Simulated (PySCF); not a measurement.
# Ways to converge the SCF of GeSe2

Do solver options change the result for GeSe2, or only the number of cycles?

Method: each script names its method and basis; program: PySCF 2.14.0.

5 further runs of the same task are left out: 5 that didn't finish.

### 1 Where the work starts

GeSe2: 3 atoms, charge 0, spin multiplicity 1.

Bond lengths: Ge1–Se2 2.189 Å, Ge1–Se3 2.189 Å. Angles: Se2–Ge1–Se3 180.0°.

Coordinates:

```
atom   x (Å)   y (Å)    z (Å)
 Ge1  0.0000  0.0000   0.0000
 Se2  0.0000  0.0000   2.1888
 Se3  0.0000  0.0000  -2.1888
```

### 2 The run that the others are compared with

input.py

```python
from pyscf import gto, scf, mp

mol = gto.M(
    atom='Ge 0 0 0; Se 0 0 2.1888; Se 0 0 -2.1888',
    basis='def2-svp',
    charge=0,
    spin=0,
    symmetry=True,
    verbose=4,
)
mf = scf.RHF(mol)
mf.kernel()
mp.MP2(mf, frozen=27).kernel()
mf.dip_moment()
print('orbital energies (hartree):', mf.mo_energy[..., max(0, mol.nelec[1]-3):mol.nelec[0]+3].round(4))
```

Run with:

```console
$ OMP_NUM_THREADS=1 python input.py
```

Its log is not repeated here.

It gives: E(SCF) = -6874.251017 Eh, 9 cycles, E(MP2) − E(SCF) = -0.67526 Eh, μ = 0.00 D (of the SCF density).

### 3 Initial guess mod_huckel

Run 1 changes initial guess: minao → mod_huckel.

Changes to input.py since step 2:

```diff
@@ -11,2 +11,3 @@
 mf = scf.RHF(mol)
+mf.init_guess = 'mod_huckel'
 mf.kernel()
```

Run with:

```console
$ OMP_NUM_THREADS=1 python input.py
```

Standard output:

```text
PySCF version 2.14.0

[INPUT] verbose = 4
[INPUT] num. atoms = 3
[INPUT] num. electrons = 100
[INPUT] charge = 0
[INPUT] spin (= nelec alpha-beta = 2S) = 0
[INPUT] symmetry True subgroup None
[INPUT] Mole.unit = angstrom
[INPUT] Symbol           X                Y                Z      unit          X                Y                Z       unit  Magmom
[INPUT]  1 Ge     0.000000000000   0.000000000000   0.000000000000 AA    0.000000000000   0.000000000000   0.000000000000 Bohr   0.0
[INPUT]  2 Se     0.000000000000   0.000000000000   2.188800000000 AA    0.000000000000   0.000000000000   4.136232541448 Bohr   0.0
[INPUT]  3 Se     0.000000000000   0.000000000000  -2.188800000000 AA    0.000000000000   0.000000000000  -4.136232541448 Bohr   0.0

nuclear repulsion = 665.823299924013
point group symmetry = Dooh
symmetry origin: [0.00000000e+00 0.00000000e+00 3.55271368e-17]
symmetry axis x: [1. 0. 0.]
symmetry axis y: [0. 1. 0.]
symmetry axis z: [0. 0. 1.]
num. orbitals of irrep A1g = 20
num. orbitals of irrep E1gx = 10
num. orbitals of irrep E1gy = 10
num. orbitals of irrep A1u = 16
num. orbitals of irrep E1uy = 11
num. orbitals of irrep E1ux = 11
num. orbitals of irrep E2gx = 6
num. orbitals of irrep E2gy = 6
num. orbitals of irrep E2uy = 3
num. orbitals of irrep E2ux = 3
number of shells = 36
number of NR pGTOs = 222
number of NR cGTOs = 96
basis = def2-svp
ecp = {}

******** <class 'pyscf.scf.hf_symm.SymAdaptedRHF'> ********
method = SymAdaptedRHF
initial guess = mod_huckel
damping factor = 0
level_shift factor = 0
DIIS = <class 'pyscf.scf.diis.CDIIS'>
diis_start_cycle = 1
diis_space = 8
diis_damp = 0
SCF conv_tol = 1e-09
SCF conv_tol_grad = None
SCF max_cycles = 50
direct_scf = True
direct_scf_tol = 1e-13
Freeze 0 electrons in irreps []
    100 free electrons in irreps A1g E1gx E1gy A1u E1uy E1ux E2gx E2gy E2uy E2ux
Set gradient conv threshold to 3.16228e-05
Initial guess from on-the-fly Huckel, doi:10.1021/acs.jctc.8b01089,
employing the updated GWH rule from doi:10.1021/ja00480a005.
Spherically averaged atomic HF for {'Se', 'Ge'}

******** <class 'pyscf.scf.atom_hf.AtomSphAverageRHF'> ********
method = AtomSphAverageRHF
initial guess = minao
damping factor = 0
level_shift factor = 0
DIIS = <class 'pyscf.scf.diis.CDIIS'>
diis_start_cycle = 1
diis_space = 8
diis_damp = 0
SCF conv_tol = 1e-09
SCF conv_tol_grad = None
SCF max_cycles = 50
direct_scf = True
direct_scf_tol = 1e-13
atom = Ge
Set gradient conv threshold to 3.16228e-05
Initial guess from minao.
init E= -2074.17016275191
cycle= 1 E= -2074.8362839214  delta_E= -0.666  |g|=    0  |ddm|= 0.521
cycle= 2 E= -2074.83696563853  delta_E= -0.000682  |g|=    0  |ddm|= 0.0842
cycle= 3 E= -2074.83721801757  delta_E= -0.000252  |g|=    0  |ddm|= 0.0248
cycle= 4 E= -2074.8372187984  delta_E= -7.81e-07  |g|=    0  |ddm|= 0.00222
cycle= 5 E= -2074.83721880971  delta_E= -1.13e-08  |g|=    0  |ddm|= 0.000242
cycle= 6 E= -2074.83721880972  delta_E= -1.36e-11  |g|=    0  |ddm|= 1.05e-05
Extra cycle  E= -2074.83721880972  delta_E= -4.55e-13  |g|=    0  |ddm|= 5.82e-07
Atomic HF for atom  Ge  converged. SCF energy = -2074.83721880972

******** <class 'pyscf.scf.atom_hf.AtomSphAverageRHF'> ********
method = AtomSphAverageRHF
initial guess = minao
damping factor = 0
level_shift factor = 0
DIIS = <class 'pyscf.scf.diis.CDIIS'>
diis_start_cycle = 1
diis_space = 8
diis_damp = 0
SCF conv_tol = 1e-09
SCF conv_tol_grad = None
SCF max_cycles = 50
direct_scf = True
direct_scf_tol = 1e-13
atom = Se
Set gradient conv threshold to 3.16228e-05
Initial guess from minao.
init E= -2398.321014493
cycle= 1 E= -2399.25028274811  delta_E= -0.929  |g|=    0  |ddm|= 0.258
cycle= 2 E= -2399.2503309809  delta_E= -4.82e-05  |g|=    0  |ddm|= 0.0158
cycle= 3 E= -2399.25033387013  delta_E= -2.89e-06  |g|=    0  |ddm|= 0.00655
cycle= 4 E= -2399.2503341909  delta_E= -3.21e-07  |g|=    0  |ddm|= 0.000962
cycle= 5 E= -2399.25033419394  delta_E= -3.04e-09  |g|=    0  |ddm|= 0.000339
cycle= 6 E= -2399.25033419398  delta_E= -3.55e-11  |g|=    0  |ddm|= 3.66e-05
Extra cycle  E= -2399.25033419397  delta_E= 4.55e-12  |g|=    0  |ddm|= 6.04e-07
Atomic HF for atom  Se  converged. SCF energy = -2399.25033419397

HOMO (A1u) = -0.23858586734888  LUMO (E1uy) = -0.00842136389242312  gap/eV = 6.26310
init E= -6873.75756474379
HOMO (E1gy) = -0.382473285200256  LUMO (E1ux) = -0.13789057162615  gap/eV = 6.65543
cycle= 1 E= -6873.97018230249  delta_E= -0.213  |g|= 0.939  |ddm|= 2.71
HOMO (E1gy) = -0.352992989724275  LUMO (A1g) = 0.0604652248687749  gap/eV = 11.25077
cycle= 2 E= -6874.07709422903  delta_E= -0.107  |g|= 0.832  |ddm|= 2.24
HOMO (E1gy) = -0.346610105678621  LUMO (A1g) = 0.0199980452399937  gap/eV = 9.97592
cycle= 3 E= -6874.24942938288  delta_E= -0.172  |g|= 0.0622  |ddm|= 0.878
HOMO (E1gy) = -0.351312367516017  LUMO (E1ux) = 0.0143800039732462  gap/eV = 9.95100
cycle= 4 E= -6874.25083886011  delta_E= -0.00141  |g|= 0.0175  |ddm|= 0.0851
HOMO (E1gy) = -0.351719280660449  LUMO (E1ux) = 0.0170774840401231  gap/eV = 10.03547
cycle= 5 E= -6874.25100869933  delta_E= -0.00017  |g|= 0.0036  |ddm|= 0.0396
HOMO (E1gy) = -0.351319481316499  LUMO (E1ux) = 0.0170839228839252  gap/eV = 10.02477
cycle= 6 E= -6874.25101691834  delta_E= -8.22e-06  |g|= 0.00115  |ddm|= 0.0099
HOMO (E1gy) = -0.351342434981048  LUMO (E1ux) = 0.0170134967915638  gap/eV = 10.02348
cycle= 7 E= -6874.25101718275  delta_E= -2.64e-07  |g|= 0.000182  |ddm|= 0.00137
HOMO (E1gy) = -0.351345102749176  LUMO (E1ux) = 0.0170039516372293  gap/eV = 10.02329
cycle= 8 E= -6874.25101721192  delta_E= -2.92e-08  |g|= 6.4e-05  |ddm|= 0.000556
HOMO (E1gy) = -0.351349786409176  LUMO (E1ux) = 0.0170043053346465  gap/eV = 10.02343
cycle= 9 E= -6874.25101721645  delta_E= -4.54e-09  |g|= 1.63e-05  |ddm|= 0.000267
HOMO (E1gy) = -0.351346225112061  LUMO (E1ux) = 0.0170061706271989  gap/eV = 10.02338
cycle= 10 E= -6874.25101721674  delta_E= -2.87e-10  |g|= 3.17e-06  |ddm|= 7.88e-05
HOMO (E1gy) = -0.351346898589917  LUMO (E1ux) = 0.0170058180724166  gap/eV = 10.02339
Extra cycle  E= -6874.25101721675  delta_E= -5.46e-12  |g|= 1.51e-06  |ddm|= 9.2e-06
converged SCF energy = -6874.25101721675

******** <class 'pyscf.mp.mp2.RMP2'> ********
nocc = 23, nmo = 69
frozen orbitals 27
E(RMP2) = -6874.92627682893  E_corr = -0.67525961217948
E(SCS-RMP2) = -6874.86840709743  E_corr = -0.617389880683186
E_corr(same-spin) = -0.222601908383297
E_corr(oppo-spin) = -0.452657703796183
Dipole moment(X, Y, Z, Debye):  0.00000,  0.00000,  0.00000
orbital energies (hartree): [-0.402  -0.3513 -0.3513  0.017   0.017   0.0225]
```

It took 4.3 s on 1 thread of Arm Neoverse N1, shared host; peak memory 0.24 GiB.

Result: E(SCF) = -6874.251017 Eh (no change), 10 cycles, E(MP2) − E(SCF) = -0.67526 Eh, μ = 0.00 D (of the SCF density).

### 4 Convergence threshold 1e-05 hartree

Run 2 changes convergence threshold: default → 1e-05 hartree.

Changes to input.py since step 2:

```diff
@@ -11,2 +11,3 @@
 mf = scf.RHF(mol)
+mf.conv_tol = 1e-05
 mf.kernel()
```

Run with:

```console
$ OMP_NUM_THREADS=1 python input.py
```

Standard output, cut to the lines that bear on the results:

```text
[lines on the frontier levels of each cycle are left out]
[... 45 set-up lines left out, the same as in an earlier log ...]
SCF conv_tol = 1e-05
[... 6 set-up lines left out, the same as in an earlier log ...]
Set gradient conv threshold to 0.00316228
[... 1 set-up line left out, the same as in an earlier log ...]
init E= -6871.96712272352
cycle= 1 E= -6874.16603293505  delta_E= -2.2  |g|= 0.482  |ddm|= 2.35
cycle= 2 E= -6874.19707571994  delta_E= -0.031  |g|= 0.449  |ddm|= 1.21
cycle= 3 E= -6874.25044934594  delta_E= -0.0534  |g|= 0.0328  |ddm|= 0.541
cycle= 4 E= -6874.25092384536  delta_E= -0.000474  |g|= 0.0134  |ddm|= 0.0669
cycle= 5 E= -6874.25101550834  delta_E= -9.17e-05  |g|= 0.00177  |ddm|= 0.0274
cycle= 6 E= -6874.25101719885  delta_E= -1.69e-06  |g|= 0.000195  |ddm|= 0.00494
Extra cycle  E= -6874.25101721279  delta_E= -1.39e-08  |g|= 9.29e-05  |ddm|= 0.00032
converged SCF energy = -6874.25101721279

******** <class 'pyscf.mp.mp2.RMP2'> ********
nocc = 23, nmo = 69
frozen orbitals 27
E(RMP2) = -6874.92627913691  E_corr = -0.675261924116998
E(SCS-RMP2) = -6874.86840919224  E_corr = -0.617391979449054
E_corr(same-spin) = -0.222602687874627
E_corr(oppo-spin) = -0.452659236242371
Dipole moment(X, Y, Z, Debye):  0.00000,  0.00000,  0.00000
orbital energies (hartree): [-0.402  -0.3513 -0.3513  0.017   0.017   0.0225]
```

Run time: 3.9 s. Hardware: 1 thread of Arm Neoverse N1, shared host.

Result: E(SCF) = -6874.251017 Eh (no change), 6 cycles, E(MP2) − E(SCF) = -0.67526 Eh, μ = 0.00 D (of the SCF density).

### 5 Side by side

```csv
run,E(SCF) (hartree),from base (eV),cycles,gap (eV),SCF dipole (D),after the SCF
base,-6874.251017,0,9,10.02,0.00,"MP2 correlation -18.375 eV, core frozen"
initial guess mod_huckel,-6874.251017,0.0000,10,10.02,0.00,"MP2 correlation -18.375 eV, core frozen"
convergence threshold 1e-05 hartree,-6874.251017,0.0000,6,10.02,0.00,"MP2 correlation -18.375 eV, core frozen"
```

Wall time on 1 thread of Arm Neoverse N1, shared host, start-up included: base 4.1 s; initial guess mod_huckel 4.3 s; convergence threshold 1e-05 hartree 3.9 s.

Distance from each run's final energy (log10 hartree) by cycle:

```
                                run  cycle 1  cycle 2  cycle 3  cycle 5  cycle 8  cycle 12
                               base     -1.1     -1.3     -3.2     -5.8     -9.2      done
           initial guess mod_huckel     -0.6     -0.8     -2.8     -5.1     -8.3      done
convergence threshold 1e-05 hartree     -1.1     -1.3     -3.2     -5.8     done      done
```

No change of the SCF energy comes from initial guess mod_huckel or convergence threshold 1e-05 hartree.
